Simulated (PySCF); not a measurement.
# A diatomic session: CsC

An exercise on one series of results from a longer session: the logs are not shown, and one member is left open.

The runs use PySCF 2.14.0; Cs def2-TZVP with ECP46, C def2-TZVP, scalar-relativistic core potentials.

Set-up of the first run:

Settings of the job:

```
atoms                         : Cs, C
charge                        : 0
basis                         : Cs def2-TZVP with ECP46, C def2-TZVP
Hamiltonian                   : scalar-relativistic core potentials
basis functions               : 60
electrons treated             : 15
masses in u                   : 132.9054, 12.0000
levels                        : PBE0, PBE, r²SCAN, TPSSh, M06-L, M06-2X, HF, MP2, SCS-MP2, CCSD, CCSD(T)
grid                          : 80 radial by 434 angular points
occupations                   : held fixed by the projection of orbital angular momentum
dissociation limit            : Cs + C, each in its ground configuration
starting distance in angstrom : 2.915
values of 2S to try           : 1, 3
```

On the command line:

```console
$ OMP_NUM_THREADS=1 python dia.py task.json out
```

Among the steps run: Input; PBE0 along the bond; Higher solutions at PBE0; PBE; r²SCAN (meta-GGA); TPSSh (hybrid meta-GGA); M06-L; M06-2X (hybrid meta-GGA); UHF; MP2 and coupled cluster.

One of the session's tables, all rows but one given; the rest of the session is left out.

Energy (eV) from each level's lowest point:

| R (Å) | UHF | UHF-MP2 | UHF-SCS-MP2 | UHF-CCSD | UHF-CCSD(T) |
| --- | --- | --- | --- | --- | --- |
| 2.366 | 0.722 | 0.503 | 0.524 | n/a | n/a |
| 2.476 | 0.386 | 0.240 | 0.254 | 0.261 | 0.250 |
| 2.586 | 0.173 | 0.086 | 0.094 | 0.099 | 0.093 |
| 2.668 | ? | ? | ? | ? | ? |
| 2.751 | 0.021 | 0.000 | 0.000 | 0.002 | 0.000 |
| 2.833 | 0.000 | 0.003 | 0.000 | 0.000 | 0.000 |
| 2.944 | 0.011 | 0.039 | 0.033 | 0.031 | 0.032 |
| 3.081 | 0.070 | 0.120 | 0.111 | 0.106 | 0.108 |
| 3.246 | 0.183 | 0.250 | 0.238 | 0.230 | 0.233 |
| 3.466 | 0.370 | 0.451 | 0.438 | n/a | n/a |

**Question.** Estimate the row for R (Å) = 2.668.

Worked estimate for «UHF». A straight line through the neighbours (2.586, 0.173) and (2.751, 0.021) gives 0.173 + (0.021 − 0.173) × (2.668 − 2.586) / (2.751 − 2.586) = 0.097; a parabola fitted to 4 rows on both sides gives 0.075.

**Answer.** UHF: 0.076; UHF-MP2: 0.025; UHF-SCS-MP2: 0.029; UHF-CCSD: 0.032; UHF-CCSD(T): 0.029. In «UHF» the line misses by +0.021 and the parabola by -0.001.
